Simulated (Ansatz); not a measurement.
I need an all-electron LAPW single point of HfOs, space group Pm-3m. Use Ansatz's Python interface. Settings: PBEsol, LAPW, the default cutoff (316 eV here), 8×8×8 k-points, Gaussian smearing of 0.1 eV.

```xyz
2
Lattice="3.2390 0.0000 0.0000 0.0000 3.2390 0.0000 0.0000 0.0000 3.2390" Properties=species:S:1:pos:R:3 pbc="T T T"
Hf    0.0000    0.0000    0.0000
Os    1.6195    1.6195    1.6195
```

`hfos_lapw.py`:
```python
'''All-electron LAPW single point of HfOs.'''

import ansatz as az
from ase import Atoms
import numpy as np
from pymatgen.core import Structure

SMEARING = 'gaussian'

atoms = Atoms(
    ['Hf', 'Os'],
    scaled_positions=[
        (0.0, 0.0, 0.0),
        (0.5, 0.5, 0.5),
    ],
    cell=[
        (3.239, 0.0, 0.0),
        (0.0, 3.239, 0.0),
        (0.0, 0.0, 3.239),
    ],
    pbc=True,
)
hfos = az.Crystal.from_ase(atoms)

setup = (
    hfos.calculation()
    .functional(az.Functional.PBESOL)
    .kpoints(8)
    .occupations(SMEARING)
    .pseudopotentials('all_electron', lapw=True)
    .band_table()
)
planned = setup.session().plan(threads=1)
facts = planned.describe()
print('plan:', facts['n_bands'], 'bands,', len(facts['kpoints_frac']), 'k-points, plane waves', facts['n_pw_range'], 'grid', facts['fft_dense'])
result = planned.execute()
rep = result.report

energy = rep['free_energy_ev']
print('HfOs: {:.6f} eV = {:.6f} Ry = {:.6f} Ha'.format(energy, energy / 13.605693, energy / 27.211386))
print('Fermi level {:.4f} eV, {} k-points, {} symmetry operations'.format(rep['fermi_energy_ev'], rep['n_kpoints'], rep['n_symmetry_ops']))

final = Structure(result.lattice.cell_ang, [s.symbol for s in result.lattice.sites], [s.position_frac for s in result.lattice.sites])
# count neighbours out to a fixed multiple of the shortest distance
for index, (site, neighbours) in enumerate(zip(final, final.get_all_neighbors(5.5))):
    first = min(n.nn_distance for n in neighbours)
    shell = [n for n in neighbours if n.nn_distance < 1.2 * first]
    mean = sum(n.nn_distance for n in shell) / len(shell)
    print(f'atom {index} {site.specie.symbol}: {len(shell)} neighbours within 1.2 of the shortest distance, mean {mean:.3f} A')

table = np.array(rep['eigenvalues_ev']) - rep['fermi_energy_ev']
filling = np.array(rep['occupations'])
weights = np.tile(rep['kweights'], len(table) // len(rep['kweights']))
print('band   lowest  highest (eV from E_F)  electrons')
for band in range(table.shape[1]):
    if table[:, band].max() > -12:
        print(f'{band + 1:4d} {table[:, band].min():8.3f} {table[:, band].max():8.3f} {weights @ filling[:, band]:18.4f}')
print('electrons counted from the table:', round(float(weights @ filling.sum(axis=1)), 5))

errors = rep['lapw_basis_errors']
print(f'estimated basis error {1000 * errors["total_ev_per_atom"]:.3f} meV/atom, target {1000 * errors["basis_error_target_ev_per_atom"]:.3f}')
for sphere in errors['spheres']:
    print(f'  {sphere["species"]:2s} muffin-tin radius {sphere["muffin_tin_radius_ang"]:.3f} A, core shells {sphere["core_shells"]}')
```

```console
$ python hfos_lapw.py
plan: 53 bands, 35 k-points, plane waves [418, 461] grid [20, 20, 20]
HfOs: -879420.654025 eV = -64636.226470 Ry = -32318.113235 Ha
Fermi level 26.7437 eV, 35 k-points, 48 symmetry operations
atom 0 Hf: 14 neighbours within 1.2 of the shortest distance, mean 2.991 A
atom 1 Os: 14 neighbours within 1.2 of the shortest distance, mean 2.991 A
band   lowest  highest (eV from E_F)  electrons
  32  -11.808  -11.777             2.0000
  33  -11.807  -11.776             2.0000
  34  -11.787  -11.764             2.0000
  35  -11.783  -11.763             2.0000
  36  -11.773  -11.749             2.0000
  37  -11.769  -11.745             2.0000
  38  -11.763  -11.744             2.0000
  39   -9.165   -3.338             2.0000
  40   -5.740   -3.338             2.0000
  41   -5.481   -2.806             2.0000
  42   -3.542   -1.729             2.0000
  43   -2.987    0.361             1.9649
  44   -2.987    0.526             1.9526
  45   -0.786    2.358             0.0825
  46    0.462    2.492             0.0000
  47    1.205    5.934             0.0000
  48    1.205    6.205             0.0000
  49    3.639    7.464             0.0000
  50    5.345    9.248             0.0000
  51    7.889   15.006             0.0000
  52    7.889   15.171             0.0000
  53   10.651   16.812             0.0000
electrons counted from the table: 88.0
estimated basis error 0.064 meV/atom, target 0.250
  Hf muffin-tin radius 1.425 A, core shells 7
  Os muffin-tin radius 1.380 A, core shells 7
```

What to keep in mind:
- All-electron totals depend on functional, relativistic treatment and basis; only differences at equal settings carry meaning.
- The mesh is modest for a metal, so energies can be off by several to tens of meV an atom and pressures by half a GPa or more; differences at equal mesh fare better.
- An absolute Fermi energy rests on an arbitrary zero of the periodic potential and has no direct meaning.
- The starting cell is as deposited in a crystallographic database; the results hold for this polymorph, which needn't be the stable one.
- Levels are Kohn-Sham eigenvalues on this mesh, without spin-orbit coupling.
- Timing: 13 s on 1 thread of Intel(R) Xeon(R) 6975P-C (Granite Rapids) (shared host), peak memory 0.54 GiB.
